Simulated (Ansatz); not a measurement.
# TaI: the cost of one run

Method: DFT PBE, scalar-relativistic, plane waves, PAW, in Ansatz 0.2.0.

### Step 1. The system as given

The structure is hexagonal, space group P6_3/mmc (No. 194). Conventional cell: a = 4.095 Å, b = 4.095 Å, c = 10.895 Å, α = 90.00°, β = 90.00°, γ = 120.00°. Ta (site symmetry -6m2) has 3 I at 2.36 Å as nearest neighbours. I (site symmetry -6m2) has 3 Ta at 2.36 Å as nearest neighbours.

Structure file:

```xyz
4
Lattice="4.0955 0.0000 0.0000 -2.0477 3.5468 0.0000 0.0000 0.0000 10.8949" Properties=species:S:1:pos:R:3 pbc="T T T"
Ta    0.0000    2.3645    2.7237
Ta    2.0477    1.1823    8.1711
I     0.0000    2.3645    8.1711
I     2.0477    1.1823    2.7237
```

This is candidate A: hexagonal BN type (P6_3/mmc, No. 194).

(A quick probe on a coarse mesh, which set the mesh and smearing, is not shown.)

### Step 3. Coarse relaxation (candidate A)

input.yaml reads:

```yaml
crystal:
  lattice:
    - [4.0954528358, 0.0, 0.0]
    - [-2.047726418, 3.5467661958, 0.0]
    - [0.0, 0.0, 10.8948565537]
  atoms:
    - { symbol: Ta, position: [0.3333333333, 0.6666666667, 0.25] }
    - { symbol: Ta, position: [0.6666666667, 0.3333333333, 0.75] }
    - { symbol: I, position: [0.3333333333, 0.6666666667, 0.75] }
    - { symbol: I, position: [0.6666666667, 0.3333333333, 0.25] }
basis:
  ecutwfc: 420
kpoints:
  mp_grid: { grid: [6, 6, 2] }
hamiltonian:
  xc: pbe
scf:
  occupations: { method: gaussian, width: 0.1 }
  lower_state_search: "off"
output:
  forces: true
  stress: true
  eigenvalues: true
relax:
  adjacent_minimum: "off"
  f_tol: 0.04
  max_steps: 70
  cell: { stress_tol: 0.4 }
```

Started as:

```
> ansatz run input.yaml --threads 1 --pin off --max-ram 2560MiB --backend cpu --events-out ev --progress --plain --runs-dir out
```

**Question.** How long does this run take on 1 thread of Intel Xeon Platinum 8259CL at 2.50GHz (Skylake/Cascade Lake), shared host, and how much memory does it need?

About 2 min, with a peak of 0.49 GiB.
